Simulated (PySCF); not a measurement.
# C2H4BCl3: the cost of one run

Computed with PySCF 2.14.0 and routines of our own; the level stands in each step. Atoms count from 0.

### Step 1. The starting structure

10 atoms, charge 0, multiplicity 1; geometry from: GFN2-xTB.

### Step 2. Magnetic properties: GIAO B97-2/pcSseg-1

The job: settings as JSON, then the geometry in Å.

```
{"job": {"kind": "mag", "xc": "B97-2", "basis": "pcSseg-1", "isotopologues": 2}, "charge": 0, "multiplicity": 1}
Cl    -2.688060    -0.364830     0.160692
C     -0.941481    -0.667697     0.384267
C     -0.125811     0.501646    -0.153713
B      1.452385     0.340090    -0.012122
Cl     2.489645     1.584430    -0.575755
Cl     2.148448    -1.059825     0.695280
H     -0.781025    -0.809168     1.452426
H     -0.711650    -1.591953    -0.144536
H     -0.385475     0.655643    -1.205635
H     -0.448092     1.416318     0.353187
```

Level: GIAO B97-2/pcSseg-1 magnetisability, rotational g tensor and spin-rotation constants, non-relativistic, gas phase.

On the command line:

```bash
> OMP_NUM_THREADS=1 python excited_run.py task.json out
```

One launch serves the whole session: the jobs run in the order shown.

Q: Estimate the wall time and peak memory of this first job on 1 thread of Arm Neoverse N1, shared host.

About 33 s, with a peak of 0.69 GiB.
